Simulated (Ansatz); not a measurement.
# LiBe2: the cost of one run

Computed with Ansatz 0.2.0 (DFT PBE, scalar-relativistic, plane waves, PAW, unless a step's input says otherwise).

## Step 1: The starting structure

Symmetry: Cmcm, No. 63, orthorhombic system. The conventional cell has a = 3.047 Å, b = 12.115 Å, c = 3.019 Å, α = 90.00°, β = 90.00°, γ = 90.00°. Li (site symmetry m2m) is surrounded by 10 Be at 2.24 to 2.44 Å. Be (site symmetry m2m) is surrounded by 2 Be at 1.97 Å and 4 Li at 2.24 Å. Be (site symmetry m2m) has 4 Be at 2.14 Å and 4 Li at 2.31 to 2.33 Å as nearest neighbours.

Coordinates:

```cif
data_structure
_symmetry_space_group_name_H-M 'Cmcm'
_symmetry_Int_Tables_number 63
_cell_length_a 3.0469
_cell_length_b 12.1146
_cell_length_c 3.0190
_cell_angle_alpha 90.000
_cell_angle_beta 90.000
_cell_angle_gamma 90.000
_cell_volume 111.44
loop_
_atom_site_label
_atom_site_type_symbol
_atom_site_symmetry_multiplicity
_atom_site_Wyckoff_symbol
_atom_site_fract_x
_atom_site_fract_y
_atom_site_fract_z
_atom_site_occupancy
Li1 Li 4 c 0.00000 0.10540 0.25000 1
Be1 Be 4 c 0.00000 0.44780 0.25000 1
Be2 Be 4 c 0.50000 0.25040 0.25000 1
```

(A quick probe on a coarse mesh, which set the mesh and smearing, is not shown.)

## Step 3: A loose first relaxation

input.yaml reads:

```yaml
crystal:
  lattice:
    - [1.5234688385, -6.0572890815, 0.0]
    - [1.5234688385, 6.0572890815, 0.0]
    - [0.0, 0.0, 3.0189841204]
  atoms:
    - { symbol: Li, position: [0.8946, 0.1054, 0.75] }
    - { symbol: Li, position: [0.1054, 0.8946, 0.25] }
    - { symbol: Be, position: [0.5522, 0.4478, 0.75] }
    - { symbol: Be, position: [0.4478, 0.5522, 0.25] }
    - { symbol: Be, position: [0.2496, 0.7504, 0.75] }
    - { symbol: Be, position: [0.7504, 0.2496, 0.25] }
basis:
  ecutwfc: 420
kpoints:
  mp_grid: { grid: [6, 6, 6] }
hamiltonian:
  xc: pbe
scf:
  occupations: { method: gaussian, width: 0.1 }
  lower_state_search: "off"
output:
  forces: true
  stress: true
  eigenvalues: true
relax:
  adjacent_minimum: "off"
  f_tol: 0.04
  max_steps: 70
  cell: { stress_tol: 0.4 }
```

Started as:

```
$ ansatz run input.yaml --threads 1 --pin off --max-ram 2560MiB --backend cpu --events-out ev --progress --plain --runs-dir out
```

Q: Estimate wall time and peak memory on 1 thread of Arm Neoverse V2, shared host.

About 52 s, with a peak of 0.33 GiB.
